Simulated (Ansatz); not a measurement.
**Alloy of LiH and LiF (20 of 32 H sites exchanged), 64 atoms**

Aim: relax the alloy cell and compare the gap by PBEsol and HSE06.

Method: density functional theory in Ansatz 0.2.0, PAW datasets, plane waves.

## 1. The system as built

64 atoms (20 F, 12 H, 32 Li); a = 7.994 Å, b = 7.994 Å, c = 7.994 Å, α = 90.00°, β = 90.00°, γ = 90.00°. All atoms were shaken off their sites by about 0.02 Å along each axis.

The runs, in order: (2) PBEsol cell relaxation at the single k point (¼, ¼, ¼), on 1 × NVIDIA GB300 Max-Q with 8 threads of Arm Neoverse-V2; (3) HSE06 single point at the single k point (¼, ¼, ¼), on 1 × NVIDIA GB300 Max-Q with 8 threads of Arm Neoverse-V2.

## 2. PBEsol relaxation of the cell and the positions

in.yaml reads:

```yaml
crystal:
  lattice:
    - [7.994191, 0.000000, 0.000000]
    - [0.000000, 7.994191, 0.000000]
    - [0.000000, 0.000000, 7.994191]
  atoms:
    - { symbol: F, position: [0.246736, 0.997866, 0.000177] }
    - { symbol: F, position: [0.251521, 0.500039, 0.002608] }
    - { symbol: F, position: [0.751433, 0.997355, 0.998679] }
    - { symbol: F, position: [0.750023, 0.503082, 0.999081] }
    - { symbol: F, position: [0.001052, 0.252296, 0.500618] }
    - { symbol: F, position: [0.002558, 0.752411, 0.999468] }
    - { symbol: F, position: [0.999160, 0.751402, 0.496260] }
    - { symbol: F, position: [0.501466, 0.248633, 0.501615] }
    - { symbol: F, position: [0.501177, 0.749030, 0.499110] }
    - { symbol: F, position: [0.500997, 0.001346, 0.252875] }
    - { symbol: F, position: [0.504357, 0.495924, 0.248477] }
    - { symbol: F, position: [0.495122, 0.502666, 0.749405] }
    - { symbol: F, position: [0.247937, 0.249114, 0.249935] }
    - { symbol: F, position: [0.252386, 0.250343, 0.750184] }
    - { symbol: F, position: [0.250111, 0.748003, 0.250350] }
    - { symbol: F, position: [0.247711, 0.746884, 0.751106] }
    - { symbol: F, position: [0.748377, 0.250391, 0.250385] }
    - { symbol: F, position: [0.748946, 0.251210, 0.748287] }
    - { symbol: F, position: [0.746932, 0.750996, 0.251424] }
    - { symbol: F, position: [0.752077, 0.751271, 0.748996] }
    - { symbol: H, position: [0.253769, 0.996740, 0.498373] }
    - { symbol: H, position: [0.251887, 0.500722, 0.502149] }
    - { symbol: H, position: [0.748429, 0.001960, 0.496714] }
    - { symbol: H, position: [0.755085, 0.502231, 0.499592] }
    - { symbol: H, position: [0.001007, 0.252840, 0.999298] }
    - { symbol: H, position: [0.504775, 0.248631, 0.000838] }
    - { symbol: H, position: [0.504044, 0.747962, 0.997806] }
    - { symbol: H, position: [0.996799, 0.996685, 0.250692] }
    - { symbol: H, position: [0.000190, 0.001561, 0.751205] }
    - { symbol: H, position: [0.000521, 0.505174, 0.252263] }
    - { symbol: H, position: [0.000245, 0.497608, 0.748594] }
    - { symbol: H, position: [0.496617, 0.999095, 0.751857] }
    - { symbol: Li, position: [0.001091, 0.997123, 0.999375] }
    - { symbol: Li, position: [0.000656, 0.996825, 0.495860] }
    - { symbol: Li, position: [0.002179, 0.500871, 0.001744] }
    - { symbol: Li, position: [0.001053, 0.497576, 0.502262] }
    - { symbol: Li, position: [0.495544, 0.002758, 0.999495] }
    - { symbol: Li, position: [0.498186, 0.995447, 0.497829] }
    - { symbol: Li, position: [0.501628, 0.499670, 0.002488] }
    - { symbol: Li, position: [0.497652, 0.502424, 0.496789] }
    - { symbol: Li, position: [0.250880, 0.250954, 0.998521] }
    - { symbol: Li, position: [0.249826, 0.246928, 0.499584] }
    - { symbol: Li, position: [0.252557, 0.749609, 0.001248] }
    - { symbol: Li, position: [0.251556, 0.746973, 0.497207] }
    - { symbol: Li, position: [0.753566, 0.252903, 0.000219] }
    - { symbol: Li, position: [0.748918, 0.248418, 0.500627] }
    - { symbol: Li, position: [0.749601, 0.754096, 0.002064] }
    - { symbol: Li, position: [0.747160, 0.752125, 0.498578] }
    - { symbol: Li, position: [0.246100, 0.000445, 0.251437] }
    - { symbol: Li, position: [0.249064, 0.000663, 0.744250] }
    - { symbol: Li, position: [0.249960, 0.499090, 0.252745] }
    - { symbol: Li, position: [0.250487, 0.497596, 0.753441] }
    - { symbol: Li, position: [0.744199, 0.001707, 0.249397] }
    - { symbol: Li, position: [0.748650, 0.999939, 0.747183] }
    - { symbol: Li, position: [0.751810, 0.498668, 0.247902] }
    - { symbol: Li, position: [0.746253, 0.494839, 0.748285] }
    - { symbol: Li, position: [0.003939, 0.248612, 0.246118] }
    - { symbol: Li, position: [0.000775, 0.252968, 0.748198] }
    - { symbol: Li, position: [0.999312, 0.751816, 0.244063] }
    - { symbol: Li, position: [0.998122, 0.750610, 0.745734] }
    - { symbol: Li, position: [0.497347, 0.249428, 0.248683] }
    - { symbol: Li, position: [0.500614, 0.246996, 0.750382] }
    - { symbol: Li, position: [0.506249, 0.751734, 0.248689] }
    - { symbol: Li, position: [0.502473, 0.749827, 0.756490] }
  symmetry: { detect: false }
kpoints:
  mp_grid: { grid: [1, 1, 1], shift: [0.25, 0.25, 0.25] }
hamiltonian:
  xc: pbesol
scf:
  occupations: { method: fermi_dirac, width: 0.01 }
relax:
  f_tol: 0.03
  max_steps: 80
  escape_saddle: false
  adjacent_minimum: "off"
  cell: { fix: [shape] }
output:
  forces: true
  eigenvalues: true
  populations: true
```

Launch:

```sh
$ ansatz run in.yaml --threads 8 --pin off --max-ram 118750MiB --runs-dir r --events-out ev --progress --plain --backend cuda --devices 0,
```

Further steps of the session: Single point with HSE06.

**Question.** What will these runs give? Wanted: for each run, top filled to lowest empty.

**Answer**, as computed:

```
             level         time  top filled to lowest empty (eV)
PBEsol, relaxation  4.3 s (GPU)                             5.94
             HSE06  9.2 s (GPU)                             7.53
```

| quantity | value |
| --- | --- |
| relaxation | 4 recorded steps, 0.16 eV gained |
| largest shift | 0.07 Å (Li64) |
| relaxed cell | a = 8.018 Å, b = 8.018 Å, c = 8.018 Å, α = 90.00°, β = 90.00°, γ = 90.00° |

Relaxation gains 0.16 eV, with shifts up to 0.07 Å (Li64), while the volume changes by +0.9 %. At the same k points, PBEsol gives a spacing 1.59 eV smaller than the 7.53 eV of HSE06. With one k point the spacing samples only the states that fold onto it, so it can exceed the gap over the zone.
